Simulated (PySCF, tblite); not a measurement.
# C15H10N2S2: electronic excitations, NMR shifts

What do calculations give for the electronic excitations, NMR shifts of C15H10N2S2 (`CN(C)c1ccc(C#Cc2ccc(C#CC#N)s2)s1`)?

Programs: tblite 0.8.0 and PySCF 2.14.0, with routines of our own; each step states its level. All values are computed. Atoms count from 0.

## (1) The starting structure

29 atoms, charge 0, multiplicity 1; geometry from: force field, distance geometry or constructed start.

## (2) Optimising the geometry with GFN2-xTB

The job: settings as JSON, then the geometry in Å.

```
{"job": {"kind": "relax", "xc": "GFN2-xTB", "basis": "xTB"}, "charge": 0, "multiplicity": 1}
C     -5.197100     1.099300     1.003200
N     -4.785500    -0.245800     0.643700
C     -5.794400    -1.290900     0.618000
C     -3.465800    -0.543300     0.395400
C     -2.932800    -1.789400     0.087600
C     -1.523000    -1.774400    -0.120800
C     -0.992100    -0.515100     0.044900
C      0.391000    -0.184300    -0.087100
C      1.552700     0.089600    -0.204100
C      2.926000     0.424600    -0.338200
C      3.448700     1.691700    -0.199900
C      4.862900     1.713700    -0.391600
C      5.365500     0.465100    -0.669000
C      6.744900     0.170700    -0.918200
C      7.896800    -0.073700    -1.119300
C      9.380300    -0.399100    -1.374700
N     10.500900    -0.635400    -1.576600
S      4.139300    -0.725900    -0.704600
S     -2.192400     0.624900     0.445400
H     -4.727400     1.423900     1.942400
H     -4.951800     1.814900     0.211000
H     -6.286000     1.168900     1.154600
H     -5.822300    -1.770800    -0.357600
H     -6.807500    -0.895500     0.800900
H     -5.603200    -2.042500     1.385900
H     -3.534600    -2.687400    -0.000100
H     -0.930200    -2.644500    -0.373200
H      2.850900     2.566300     0.035100
H      5.474400     2.610400    -0.327000
```

Run with:

```bash
$ OMP_NUM_THREADS=1 python large_run.py task.json out
```

This one command runs all jobs of the session in turn.

The program printed:

```text
step      E/eV     max force
  0   -1342.93808    6.218
  1   -1343.05238    7.667
  2   -1343.54982    2.392
  3   -1343.55696    4.373
  4   -1343.68209    0.939
  5   -1343.70280    1.183
  6   -1343.72674    0.859
  7   -1343.74765    0.590
  8   -1343.76286    0.343
  9   -1343.77527    0.288
 10   -1343.78076    0.214
 11   -1343.78558    0.189
 12   -1343.79029    0.228
 13   -1343.79728    0.286
 14   -1343.80546    0.252
 15   -1343.81205    0.174
 16   -1343.81540    0.146
 17   -1343.81752    0.142
 18   -1343.82017    0.157
 19   -1343.82314    0.137
 20   -1343.82544    0.100
 21   -1343.82652    0.060
 22   -1343.82702    0.047
 23   -1343.82743    0.049
 24   -1343.82792    0.045
 25   -1343.82848    0.062
 26   -1343.82904    0.063
 27   -1343.82954    0.045
 28   -1343.82995    0.053
 29   -1343.83030    0.041
 30   -1343.83061    0.035
 31   -1343.83095    0.036
 32   -1343.83134    0.039
 33   -1343.83185    0.050
 34   -1343.83248    0.064
 35   -1343.83312    0.060
 36   -1343.83366    0.056
 37   -1343.83408    0.046
 38   -1343.83446    0.039
 39   -1343.83482    0.035
 40   -1343.83514    0.034
 41   -1343.83546    0.040
 42   -1343.83586    0.049
 43   -1343.83636    0.057
 44   -1343.83680    0.039
 45   -1343.83704    0.022
 46   -1343.83716    0.024
 47   -1343.83730    0.036
 48   -1343.83747    0.037
 49   -1343.83766    0.027
 50   -1343.83781    0.023
 51   -1343.83794    0.023
 52   -1343.83809    0.035
 53   -1343.83829    0.043
 54   -1343.83854    0.044
 55   -1343.83886    0.045
 56   -1343.83932    0.070
 57   -1343.84004    0.092
 58   -1343.84094    0.084
 59   -1343.84177    0.056
 60   -1343.84235    0.040
 61   -1343.84270    0.039
 62   -1343.84303    0.040
 63   -1343.84337    0.052
 64   -1343.84363    0.077
 65   -1343.84384    0.028
 66   -1343.84402    0.037
 67   -1343.84428    0.053
 68   -1343.84454    0.050
 69   -1343.84485    0.033
 70   -1343.84510    0.035
 71   -1343.84534    0.033
 72   -1343.84558    0.056
 73   -1343.84581    0.033
 74   -1343.84600    0.029
 75   -1343.84614    0.026
 76   -1343.84628    0.036
 77   -1343.84644    0.036
 78   -1343.84662    0.026
 79   -1343.84683    0.031
 80   -1343.84713    0.058
 81   -1343.84758    0.082
 82   -1343.84821    0.082
 83   -1343.84895    0.062
 84   -1343.84975    0.063
 85   -1343.85032    0.094
 86   -1343.85112    0.122
 87   -1343.85171    0.076
 88   -1343.85246    0.045
 89   -1343.85265    0.042
 90   -1343.85300    0.027
 91   -1343.85310    0.023
 92   -1343.85320    0.017
```

Run time: 1.7 s. Hardware: 1 thread of Arm Neoverse V1, shared host.

The steps of the relaxation:

```csv
step,energy from step 0 (eV),largest force (eV/Å)
0,0.0000,6.2189
1,-0.1143,7.6677
2,-0.6117,2.3918
3,-0.6189,4.3728
4,-0.7440,0.9396
5,-0.7647,1.1835
6,-0.7887,0.8590
7,-0.8096,0.5902
8,-0.8248,0.3427
15,-0.8740,0.1739
22,-0.8889,0.0465
29,-0.8922,0.0412
37,-0.8960,0.0453
44,-0.8987,0.0387
51,-0.8999,0.0233
58,-0.9029,0.0841
66,-0.9059,0.0373
73,-0.9077,0.0329
80,-0.9091,0.0581
88,-0.9144,0.0448
89,-0.9146,0.0417
90,-0.9149,0.0273
91,-0.9150,0.0230
92,-0.9151,0.0173
```

Distances of close pairs at the start and the end, largest changes first:

```
   bond  before (Å)  after (Å)  change (Å)
C14–C15       1.540      1.354      -0.186
 C6–S18       1.703      1.759      +0.056
C12–C13       1.432      1.382      -0.050
  C6–C7       1.428      1.381      -0.047
C12–S17       1.710      1.749      +0.039
  C8–C9       1.420      1.384      -0.036
C10–C11       1.427      1.394      -0.033
 C9–S17       1.712      1.743      +0.032
```

The end geometry stands in the next job.

## (3) Harmonic vibrations with GFN2-xTB

The job: settings as JSON, then the geometry in Å.

```
{"job": {"kind": "ir", "xc": "GFN2-xTB", "basis": "xTB"}, "charge": 0, "multiplicity": 1}
C     -5.042334     1.084384     0.988882
N     -4.745286    -0.218487     0.447636
C     -5.708557    -1.268293     0.682460
C     -3.440143    -0.575608     0.279164
C     -2.926617    -1.822680    -0.002584
C     -1.538282    -1.821424    -0.176490
C     -0.959389    -0.585618    -0.024414
C      0.371756    -0.233765    -0.128485
C      1.525320     0.143408    -0.201327
C      2.857575     0.500350    -0.311428
C      3.413456     1.756299    -0.170778
C      4.795165     1.769764    -0.356577
C      5.317806     0.525804    -0.640410
C      6.637486     0.194694    -0.882907
C      7.794144    -0.112329    -1.102757
C      9.085748    -0.436483    -1.348476
N     10.183645    -0.715071    -1.557581
S      4.069656    -0.698176    -0.677406
S     -2.180277     0.623663     0.350765
H     -4.776840     1.164648     2.049992
H     -4.485445     1.841128     0.435329
H     -6.106381     1.284323     0.875689
H     -5.649001    -2.005265    -0.117449
H     -6.707638    -0.838252     0.679017
H     -5.543544    -1.774099     1.640906
H     -3.521296    -2.713225    -0.085116
H     -0.964823    -2.702537    -0.404999
H      2.824607     2.626804     0.057982
H      5.407544     2.651965    -0.292123
```

The program printed:

```text
mode    cm-1     km/mol
  1      16.1      0.25
  2      20.3      0.37
  3      32.3      1.10
  4      46.9      1.56
  5      52.6      2.46
  6      64.5      1.52
  7      96.0      1.80
  8      96.4      0.96
  9     112.3      2.85
 10     119.8      3.41
 11     144.2     20.26
 12     176.9      3.97
 13     182.0     10.68
 14     202.5      2.14
 15     232.9      0.11
 16     248.4     27.90
 17     300.1      5.07
 18     356.0      4.84
 19     381.2     11.90
 20     392.2      0.06
 21     396.4      1.10
 22     397.9      1.93
 23     420.7      0.28
 24     454.0      0.73
 25     458.6      7.85
 26     460.5      3.38
 27     474.4      6.08
 28     490.9      8.60
 29     497.6      2.12
 30     533.0      2.70
 31     539.5     18.69
 32     541.4      9.62
 33     633.2     10.88
 34     684.3      4.16
 35     706.0     10.48
 36     708.3      8.51
 37     735.4     10.03
 38     758.8     19.70
 39     795.1     18.05
 40     825.5      2.27
 41     839.3      0.19
 42     891.5     72.64
 43     939.5     12.84
 44    1002.5     54.02
 45    1045.7      8.53
 46    1074.2     29.67
 47    1087.7      0.88
 48    1107.3    128.75
 49    1110.1      4.16
 50    1137.3      0.56
 51    1158.3      0.61
 52    1177.2      4.20
 53    1221.1     19.44
 54    1255.2     18.46
 55    1281.6     18.26
 56    1320.8      6.36
 57    1366.7      7.06
 58    1384.4     26.65
 59    1410.9      1.02
 60    1420.4    717.41
 61    1432.4    824.26
 62    1467.9      7.83
 63    1474.7     35.82
 64    1476.3      1.20
 65    1488.9      5.25
 66    1509.2    182.53
 67    1541.9   1008.63
 68    1577.7    100.25
 69    2245.8   1062.72
 70    2260.9    145.57
 71    2327.6   1033.88
 72    2911.9     29.11
 73    2917.8    106.14
 74    3003.7     10.48
 75    3013.9     17.15
 76    3024.9     23.24
 77    3035.2     41.68
 78    3125.9     17.02
 79    3126.7     15.10
 80    3136.5     19.00
 81    3144.1     28.10
```

Run time: 2.9 s. Hardware: 1 thread of Arm Neoverse V1, shared host.

Which atoms move in the most intense modes:

```
cm⁻¹  km/mol                                 atoms
1107   128.8                    H19 15 %, H24 12 %
1420   717.4          H21 13 %, H20 12 %, H19 11 %
1432   824.3            C9 17 %, C5 13 %, C10 10 %
1509   182.5           C12 32 %, C11 18 %, C6 12 %
1542  1008.6    C3 31 %, C9 14 %, N1 11 %, C4 11 %
2246  1062.7  C13 31 %, C14 28 %, C7 18 %, C8 18 %
2261   145.6  C7 31 %, C8 31 %, C13 17 %, C14 14 %
2328  1033.9                    C15 58 %, N16 32 %
```

## (4) Electronic excitations: TDDFT PBE0/def2-SVP

Settings changed since step 3:

```diff
@@ -1,2 +1,2 @@
-{"job": {"kind": "ir", "xc": "GFN2-xTB", "basis": "xTB"}, "charge": 0, "multiplicity": 1}
+{"job": {"kind": "uv", "basis": "def2-SVP", "grid": 1, "kgrid": 0, "vcut": 1.5, "nstates": 8, "ntriplets": 3, "tda": false, "delta": ["ip_vertical", "ea_vertical", "triplet_vertical"], "pop": true, "xc": "PBE0"}, "charge": 0, "multiplicity": 1}
 C     -5.042334     1.084384     0.988882
```

Method: TDDFT PBE0/def2-SVP, vertical, gas phase, core orbitals frozen in the response, virtual orbitals cut by energy.

The program printed:

```text
start: PBE on a coarse grid of 26838 points
cycle   1  E = -1481.0178305489  dE =  3.105e+00  |g| = 7.722e-01  |ddm| = 7.923e+00
cycle   2  E = -1480.4965446031  dE =  5.213e-01  |g| = 1.551e+00  |ddm| = 2.765e+00
cycle   3  E = -1481.0820537420  dE = -5.855e-01  |g| = 6.094e-01  |ddm| = 2.218e+00
cycle   4  E = -1481.1752041900  dE = -9.315e-02  |g| = 1.959e-01  |ddm| = 6.916e-01
cycle   5  E = -1481.1839421640  dE = -8.738e-03  |g| = 9.649e-02  |ddm| = 3.429e-01
cycle   6  E = -1481.1860863299  dE = -2.144e-03  |g| = 4.789e-02  |ddm| = 1.417e-01
cycle   7  E = -1481.1866910409  dE = -6.047e-04  |g| = 1.709e-02  |ddm| = 7.464e-02
cycle   8  E = -1481.1867738914  dE = -8.285e-05  |g| = 4.502e-03  |ddm| = 2.338e-02
final grid: 117756 points
cycle   9  E = -1481.5128498662  dE = -9.815e-03  |g| = 5.502e-02  |ddm| = 9.790e-01
cycle  10  E = -1481.5124500719  dE =  3.998e-04  |g| = 6.850e-02  |ddm| = 1.655e-01
cycle  11  E = -1481.5136100506  dE = -1.160e-03  |g| = 2.399e-02  |ddm| = 1.014e-01
cycle  12  E = -1481.5137450864  dE = -1.350e-04  |g| = 7.738e-03  |ddm| = 2.634e-02
cycle  13  E = -1481.5137592387  dE = -1.415e-05  |g| = 2.220e-03  |ddm| = 1.083e-02
cycle  14  E = -1481.5137588533  dE =  3.854e-07  |g| = 1.239e-03  |ddm| = 4.127e-03
cycle  15  E = -1481.5137602726  dE = -1.419e-06  |g| = 2.938e-04  |ddm| = 1.855e-03
cycle  16  E = -1481.5137594962  dE =  7.765e-07  |g| = 1.468e-04  |ddm| = 5.546e-04
cycle  17  E = -1481.5137612260  dE = -1.730e-06  |g| = 3.970e-05  |ddm| = 2.632e-04
converged SCF energy = -1481.5137612260
Vertical ionisation energy (delta-SCF) = 6.6988 eV   <S^2> = 0.781
Vertical electron affinity (delta-SCF) = 1.0841 eV   <S^2> = 0.774
Vertical lowest triplet (delta-SCF) = 1.9827 eV   <S^2> = 2.022

Static polarisability (au): isotropic 318.778, principal 92.450 175.018 688.866

Singlet excitations
state   eV       nm        f      main configurations
  1   2.8566    434.0   1.25450   H->L 0.98
  2   3.4518    359.2   0.00008   H->L+1 0.87, H-1->L+1 0.10
  3   3.9618    312.9   0.23442   H-1->L 0.56, H->L+2 0.41
  4   4.0912    303.1   0.00101   H->L+3 0.90
  5   4.2705    290.3   0.01761   H->L+2 0.51, H-1->L 0.35
  6   4.5060    275.2   0.00001   H-4->L 0.72, H-1->L+1 0.08
  7   4.6420    267.1   0.00003   H-1->L+1 0.62, H-4->L 0.14, H->L+1 0.10
  8   4.7556    260.7   0.00588   H-2->L 0.75, H-6->L 0.18

Triplet excitations (Tamm-Dancoff, eV): 1.8772 2.8637 3.3302
```

Wall time 2.3 min (1 thread of Arm Neoverse V1, shared host); peak memory 0.65 GiB.

Frontier orbitals and where they lie:

```
orbital     eV                         atoms
 HOMO−4  -8.09    C7 20 %, C8 19 %, C13 15 %
 HOMO−3  -7.84  S17 57 %, C11 18 %, C10 18 %
 HOMO−2  -7.69    S18 56 %, C4 21 %, C5 20 %
 HOMO−1  -6.87    N1 13 %, C9 12 %, C14 12 %
   HOMO  -5.49     C6 15 %, N1 14 %, C8 12 %
   LUMO  -2.33   C9 13 %, S17 11 %, C14 10 %
 LUMO+1  -1.21  C13 27 %, N16 22 %, C14 19 %
 LUMO+2  -0.85    C5 11 %, C3 11 %, C11 10 %
 LUMO+3  -0.18    C8 20 %, C7 19 %, S18 16 %
```

With each of the 8 states as a Gaussian band of 0.4 eV half-width at 1/e, the curve within the window shown has maxima at 434 nm (ε 51,000), 312 nm (ε 10,000) L/(mol cm). Beyond the last state computed it falls off for lack of states. The curve at chosen wavelengths:

```tsv
nm	ε (L/mol/cm)
245	157
257	438
269	1286
281	3496
294	7160
306	9638
318	9629
330	7740
342	5988
354	6350
367	10525
379	18000
391	27790
403	37803
415	45785
427	50154
440	50284
452	46763
464	40926
476	34024
488	27084
500	20785
513	15073
525	10910
537	7732
549	5385
```

Further results of this job:

```csv
property,computed
dipole moment (D),11.99
polarisability (Å³),47.24
HOMO–LUMO gap (eV),3.16
−ε(HOMO) (eV),5.49
```

[end of part 1 of 2]
